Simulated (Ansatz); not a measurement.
# Sc (Sc, bcc): the cost of one run

Method: DFT m-r2SCAN, plane waves (500 eV) with PAW, scalar-relativistic; the PAW data stem from PBE, with regenerated cores; m-r²SCAN is r²SCAN on the gauge-invariant kinetic-energy density, in Ansatz 0.2.0.

### 1 The system as given

It takes space group Im-3m (No. 229, cubic). Conventional cell: a = 3.684 Å, b = 3.684 Å, c = 3.684 Å, α = 90.00°, β = 90.00°, γ = 90.00°. Sc (site symmetry m-3m) has 8 Sc at 3.19 Å as nearest neighbours.

Structure file:

```
CELL_PARAMETERS angstrom
-1.84207 1.84207 1.84207
1.84207 -1.84207 1.84207
1.84207 1.84207 -1.84207
ATOMIC_POSITIONS crystal
Sc 0.00000 0.00000 0.00000
```

The atoms start with moments of +1 μB.

### 2 Relaxation of the cell

Contents of input.yaml:

```yaml
crystal:
  lattice:
    - [-1.8420678645, 1.8420678645, 1.8420678645]
    - [1.8420678645, -1.8420678645, 1.8420678645]
    - [1.8420678645, 1.8420678645, -1.8420678645]
  atoms:
    - { symbol: Sc, position: [0.0, 0.0, 0.0], spin: 1.0 }
hamiltonian:
  xc: mr2scan
  pseudopotentials:
    kind: paw
    azcp:
      Sc: "pseudopotentials/Sc.paw.azcp"
basis:
  ecutwfc: 500
  fft_grid_basis: typed
kpoints:
  mp_grid: { grid: [12, 12, 12], shift: [0, 0, 0] }
magnetization:
  spin_polarized: true
scf:
  occupations: { method: fermi_dirac, width: 0.05 }
relax:
  max_steps: 60
  f_tol: 0.01
  cell: {}
output:
  write_density: true
  write_potential: true
  elf: true
  volumetric_format: npy
```

On the command line:

```
> ansatz run input.yaml --threads 2 --pin off --max-ram 6144MiB --backend cpu --events-out ev --progress --plain --runs-dir out
```

**Question.** How long does this run take on 2 threads of Arm Neoverse V1, shared host, and how much memory does it need?

About 13 s, with a peak of 0.37 GiB.
